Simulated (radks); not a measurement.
# Dipole-allowed lines with 3 electrons: Li, Be⁺, B²⁺, C³⁺, N⁴⁺, O⁵⁺

An exercise on one series of results from a longer session: the logs are not shown, and one member is left open.

Method: scalar-relativistic Kohn-Sham, PBE, spin-polarised, spherical densities, finite nucleus; open shells are filled with parallel spins first. Code: radks (a radial shooting solver on a logarithmic mesh, Libxc functionals) version 1.

### Starting point

| Property | Result |
| --- | --- |
| species | Li ([He] 2s1), Be⁺ ([He] 2s1), B²⁺ ([He] 2s1), C³⁺ ([He] 2s1), N⁴⁺ ([He] 2s1), O⁵⁺ ([He] 2s1) |

The first run:

The run's settings:

```text
Z 3
configuration [He] 2s1 2p0 3s0 3d0
relativity scalar-relativistic
functional pbe,pbe
spin polarised
nucleus finite rms 2.444 fm
c 137.035999084
response adiabatic LDA kernel, real frequencies
```

Command:

```bash
$ python run_ks.py task.json out
```

This one command runs every case of the session in turn.

Steps of the session up to this table: Li, [He] 2s1; Be⁺, [He] 2s1; B²⁺, [He] 2s1; C³⁺, [He] 2s1; N⁴⁺, [He] 2s1; O⁵⁺, [He] 2s1.

One table of the session follows, with a row left open; its other results are not shown here.

```
species  −ε(HOMO) (eV)  first line (eV)  strongest line (eV)  static α (bohr³)
     Li          3.228            2.026                2.026             137.7
    Be⁺         14.474            4.379                4.379             20.47
    B²⁺         32.666            6.634                6.634             6.570
    C³⁺         57.714            8.848                8.848             2.896
    N⁴⁺              ?                ?                    ?                 ?
    O⁵⁺         128.32           13.243               80.946            0.8971
```

**Question.** Estimate the row for N⁴⁺.

As computed: −ε(HOMO) (eV): 89.601; first line (eV): 11.046; strongest line (eV): 11.046; static α (bohr³): 1.523. In the column «−ε(HOMO) (eV)» it lies between C³⁺ (57.714) and O⁵⁺ (128.32).

In words: In Li the response moves the first line 0.145 eV above the bare orbital gap, and the lines found carry 99 % of the static polarisability. Against the values (averaged over fine structure) of the NIST Handbook of Basic Atomic Spectroscopic Data the first line is off by +0.18 eV in Li, +0.42 eV in Be⁺. Very weak lines can be missed, and lines above minus the highest eigenvalue dissolve into this model's continuum.
